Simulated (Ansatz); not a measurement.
# CH7Al2BOSi: how energies converge with the basis set

One table from this session's results is given with a row withheld; the runs are named, their logs left out.

Program: Ansatz 0.2.0, Gaussian basis. Level of theory: one geometry, several basis sets. These are calculated values, not measurements.

Plan: PBE0-D4/def2-SVP; ωB97M-V/def2-SVP; PBE0-D4/def2-QZVPP; ωB97M-V/def2-QZVPP; the functionals' def2-TZVPP values are taken from earlier runs.

## The relaxed structure

An earlier PBE0-D4 in a triple-zeta def2 set relaxation fixed the geometry.

13 atoms, charge 0, spin multiplicity 1.

Atoms are counted from 1 here; the program's logs count them from 0.

Bond lengths: B1–C2 1.472 Å, B1–Al5 2.240 Å, B1–H7 1.194 Å, B1–H8 1.258 Å, C2–Si3 1.887 Å, C2–Al5 2.134 Å, C2–H9 1.088 Å, Si3–O4 1.653 Å, Si3–H10 1.487 Å, Si3–H11 1.486 Å, O4–Al5 1.735 Å, Al5–Al6 2.578 Å, Al5–H8 1.974 Å, Al6–H12 1.590 Å, Al6–H13 1.590 Å. Angles: C2–B1–Al5 66.5°, C2–B1–H7 129.7°, C2–B1–H8 116.5°, Al5–B1–H7 136.3°, Al5–B1–H8 61.4°, H7–B1–H8 112.9°, B1–C2–Si3 122.8°, B1–C2–Al5 74.3°, B1–C2–H9 117.5°, Si3–C2–Al5 77.7°, Si3–C2–H9 117.8°, Al5–C2–H9 134.5°, C2–Si3–O4 98.2°, C2–Si3–H10 110.9°, C2–Si3–H11 114.1°, O4–Si3–H10 112.9° and more.

The first run:

File in.yaml:

```yaml
crystal:
  periodic: [false, false, false]
  atoms:
    - {symbol: B, position_ang: [-1.338745, 0.956129, -0.481237]}
    - {symbol: C, position_ang: [0.070094, 1.381127, -0.521253]}
    - {symbol: Si, position_ang: [1.365876, 0.524456, -1.591920]}
    - {symbol: O, position_ang: [1.199947, -1.004055, -0.984718]}
    - {symbol: Al, position_ang: [0.084597, -0.596623, 0.279791]}
    - {symbol: Al, position_ang: [-0.424276, -1.932294, 2.425243]}
    - {symbol: H, position_ang: [-2.296506, 1.530279, -0.059382]}
    - {symbol: H, position_ang: [-1.568016, -0.252547, -0.743854]}
    - {symbol: H, position_ang: [0.309392, 2.366152, -0.126431]}
    - {symbol: H, position_ang: [2.716726, 1.098543, -1.352601]}
    - {symbol: H, position_ang: [1.083059, 0.582056, -3.050037]}
    - {symbol: H, position_ang: [-1.678052, -2.906709, 2.508032]}
    - {symbol: H, position_ang: [0.496409, -1.781313, 3.713168]}
basis:
  gaussian: {orbitals: def2-SVP}
hamiltonian: {xc: pbe0, dispersion: d4}
output: {orbitals: {seedname: orbitals}}
```

On the command line:

```sh
$ ansatz run in.yaml --threads 4 --pin off --events-out ev --progress --plain --max-ram 10444MiB
```

Steps of the session up to this table: PBE0-D4 in def2-SVP; ωB97M-V in def2-SVP; PBE0-D4 in def2-QZVPP; ωB97M-V in def2-QZVPP.

One of the session's tables, all rows but one given; the rest of the session is left out.

It belongs to the step «Functionals by basis». 

| functional | basis | HOMO (eV) | LUMO (eV) |
| --- | --- | --- | --- |
| PBE0-D4 | def2-SVP | -7.16 | -2.55 |
| PBE0-D4 | def2-TZVPP | -7.13 | -2.56 |
| PBE0-D4 | def2-QZVPP | -7.14 | -2.57 |
| ωB97M-V | def2-SVP | -9.05 | -0.85 |
| ωB97M-V | def2-TZVPP | ? | ? |
| ωB97M-V | def2-QZVPP | -9.06 | -0.99 |

Q: Estimate the row for ωB97M-V, def2-TZVPP from the others.

As computed: HOMO (eV): -9.05; LUMO (eV): -0.92.
